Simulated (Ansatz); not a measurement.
# BFH5NS: the cost of one run

All numbers below are computed with Ansatz 0.2.0 (RKS PBE/6-31G*).

1 further run of the same task is left out (it didn't finish).

### Step 1. The system as given

Bond lengths: N2–H3 1.060 Å, N2–H4 1.060 Å, B1–H5 1.190 Å, B1–F6 1.320 Å, B1–S7 2.190 Å, S7–H8 1.400 Å, N2–H9 1.150 Å, S7–H9 1.419 Å. Angles: H3–N2–H4 120.0°, H3–N2–H9 101.9°, H4–N2–H9 85.4°, H5–B1–F6 120.0°, H5–B1–S7 105.4°, F6–B1–S7 92.8°, B1–S7–H8 109.5°, B1–S7–H9 67.0°, H8–S7–H9 116.0°, N2–H9–S7 138.5°.

Structure file:

```xyz
9

B     0.0000    0.0000    0.0000
N     0.0000    0.0000    1.9000
H    -0.8770   -0.2713    2.4300
H     0.8770    0.2713    2.4300
H     1.0305    0.0000   -0.5950
F    -1.1431    0.0000   -0.6600
S    -0.2739    2.0601    0.6906
H    -1.5750    2.4834    0.3940
H    -0.1503    1.1307    1.7562
```

### Step 2. Pulling towards end A

Springs on the bonds that form and break draw the guess towards this end; the thresholds are loose.

File input.yaml:

```yaml
crystal:
  periodic: [false, false, false]
  atoms:
    - { symbol: B, position_ang: [0.0, 0.0, 0.0] }
    - { symbol: "N", position_ang: [0.0, 0.0, 1.9] }
    - { symbol: H, position_ang: [-0.877, -0.2713, 2.43] }
    - { symbol: H, position_ang: [0.877, 0.2713, 2.43] }
    - { symbol: H, position_ang: [1.0305, 0.0, -0.595] }
    - { symbol: F, position_ang: [-1.1431, 0.0, -0.66] }
    - { symbol: S, position_ang: [-0.2739, 2.0601, 0.6906] }
    - { symbol: H, position_ang: [-1.575, 2.4834, 0.394] }
    - { symbol: H, position_ang: [-0.1503, 1.1307, 1.7562] }
basis:
  gaussian: { orbitals: "6-31G*" }
hamiltonian:
  xc: pbe
relax:
  f_tol: 0.15
  max_steps: 25
  restrain:
    - { distance: [0, 6], at: 3.09, k: 30.0 }
    - { distance: [8, 1], at: 2.26, k: 30.0 }
    - { distance: [0, 1], at: 1.55, k: 30.0 }
    - { distance: [8, 6], at: 1.4, k: 30.0 }
```

Run with:

```console
$ ansatz run input.yaml --threads 1 --pin off --max-ram 2048MiB --backend cpu --events-out ev --progress --plain --runs-dir out
```

**Question.** How long does this run take on 1 thread of Arm Neoverse V1, shared host, and how much memory does it need?

About 29 s, with a peak of 0.16 GiB.
